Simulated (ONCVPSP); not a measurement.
**An ONCV potential for P, from input to tests**

Task: generate the file, and judge it by its errors in other configurations, its logarithmic derivatives, its ghosts and its cutoff.

Method: ONCVPSP 4.0.1, LDA (Perdew-Zunger), scalar-relativistic.

## Step 1: The design

Typed settings, in words:

* element: phosphorus (P, Z = 15)
* type: optimised norm-conserving Vanderbilt (ONCV)
* frozen core: [Ne]
* valence charge: 5
* reference configuration: 3s2 3p3
* partial waves: 3s: rc 1.50 bohr, ncon 5, nbas 10, qcut 5.1 1/bohr, 2 projectors, debl 0.6 Ha; 3p: rc 1.75 bohr, ncon 5, nbas 8, qcut 4.5 1/bohr, 1 projector; d scattering state at 0.32 Ha: rc 1.50 bohr, ncon 4, nbas 8, qcut 5.4 1/bohr, 2 projectors, debl 1.1 Ha
* local potential: polynomial inside 1.35 bohr (lpopt 5, dvloc0 0 Ha)
* core correction: polynomial model core, fcfact 0.2

An earlier all-electron run gives the scale for the radii.

All-electron outer shells of the reference configuration (LDA (Perdew-Zunger), scalar-relativistic, ld1.x):

```
shell  level (eV)  outermost node (bohr)  outermost maximum (bohr)
   2s     -173.14                   0.14                      0.42
   2p     -124.52                      –                      0.35
   3s      -14.02                   0.66                      1.56
   3p       -5.60                   0.64                      1.83
```

## Step 2: Generating the potential

P.dat

```
# ATOM AND REFERENCE CONFIGURATION
# atsym  z   nc   nv     iexc    psfile
  P 15.00    3    2        3      upf
#
#   n    l    f
    1    0    2.00
    2    0    2.00
    2    1    6.00
    3    0    2.00
    3    1    3.00
#
# PSEUDOPOTENTIAL AND OPTIMIZATION
# lmax
    2
#
#   l,   rc,      ep,       ncon, nbas, qcut
    0    1.50    0.00    5   10    5.10
    1    1.75    0.00    5    8    4.50
    2    1.50    0.32    4    8    5.40
#
# LOCAL POTENTIAL
# lloc, lpopt,  rc(5),   dvloc0
    4    5    1.35    0.00
#
# VANDERBILT-KLEINMAN-BYLANDER PROJECTORs
# l, nproj, debl
    0    2    0.60
    1    1    0.90
    2    2    1.10
#
# MODEL CORE CHARGE
# icmod, fcfact, rcfact
    1    0.20    0.00
#
# LOG DERIVATIVE ANALYSIS
# epsh1, epsh2, depsh
   -2.00    5.00    0.02
#
# OUTPUT GRID
# rlmax, drl
    6.00    0.01
#
# TEST CONFIGURATIONS
# ncnf
    4
# nvcnf
#   n    l    f
    2
    3    0    2.00
    3    1    2.00
#
    2
    3    0    2.00
    3    1    1.00
#
    2
    3    0    2.00
    3    1    0.00
#
    2
    3    0    1.00
    3    1    4.00
#
```

On the command line:

```bash
$ oncvpsp.x < P.dat > P.out
```

Before running it: what results should come out? Wanted: cutoffs for 1 and 0.1 mHa per electron, occupied waves; bound ghosts; GHOST(+) flags; largest test error; largest phase difference near zero energy, channels read; rms error of d²Exc/dn², without and with the model core.

**Answer**, as computed:

```
                                                quantity                 value
  cutoffs for 1 and 0.1 mHa per electron, occupied waves       10 Ha and 14 Ha
                                            bound ghosts            none found
                                          GHOST(+) flags           s at 100 eV
                            largest test error (AE − PS)  +54 meV, for 3s2 3p0
largest phase difference near zero energy, channels read             0.004 rad
 rms error of d²Exc/dn², without and with the model core     3.47 and 0.56 mHa
```

By total energies transferability is fair: the largest error is 54 meV on 59.0 eV, for 3s2 3p0. That test lies far up in energy; among those under 40 eV, nearer to bonding, the largest error is 18 meV. By its cutoff, 10 Ha for the looser tolerance, it is soft on the atom at that tolerance. At the looser tolerance the 3s wave is the slowest; 3p needs 5 Ha. That counts occupied waves only; other projectors can need more. No bound ghost shows below the valence levels. Near zero energy the phases of the channels with partial waves agree within 0.004 rad. The program also flags highly localised states, GHOST(+) (s). All of this concerns the isolated atom, not yet a solid.
